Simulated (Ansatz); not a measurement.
# WO+ (sextet): from Hartree-Fock to the top rungs, def2-QZVPP

One table from this session's results is given with a row withheld; the runs are named, their logs left out.

Computed with Ansatz 0.2.0, Gaussian basis. Level: def2-QZVPP, core rule «outside noble gas», up to 5 orbitals frozen.

Plan: UHF; ROHF; CCSD(T) on UHF.

### What is computed

The geometry is a PBE0/def2-TZVP stationary point (not a proven minimum). No spin-orbit coupling is included. Elements past krypton take def2 core potentials.

2 atoms, charge 1, spin multiplicity 6.

Atoms are counted from 1 here; the program's logs count them from 0.

Bond lengths: W1–O2 1.881 Å.

Set-up of the first run:

in.yaml

```yaml
crystal:
  periodic: [false, false, false]
  atoms:
    - {symbol: W, position_ang: [0.000000, 0.000000, 0.000000]}
    - {symbol: O, position_ang: [0.000000, 0.000000, 1.880600]}
basis:
  gaussian: {orbitals: "def2-QZVPP.json"}
total_charge: 1
magnetization: {spin_polarized: true, initial_magnetization: 5}
hamiltonian: {xc: hf}
output: {orbitals: {seedname: orbitals}}
```

Run with:

```console
$ ansatz run in.yaml --threads 1 --pin off --events-out ev --progress --plain --max-ram 4096MiB --backend cpu
```

Among the steps run: UHF; ROHF; CCSD(T) on UHF.

One table of the session follows, with a row left open; its other results are not shown here.

It belongs to the step «Misses and costs». 

```
  method  from UCCSD(T) (meV)
    ROHF              +8942.5
     UHF              +8665.3
    UMP2               +785.5
   UCCSD                    ?
UCCSD(T)                    0
```

Q: Estimate the row for UCCSD from the others.

The run gave: from UCCSD(T) (meV): +419.3. In the column «from UCCSD(T) (meV)» it lies between UCCSD(T) (0) and UMP2 (+785.5).
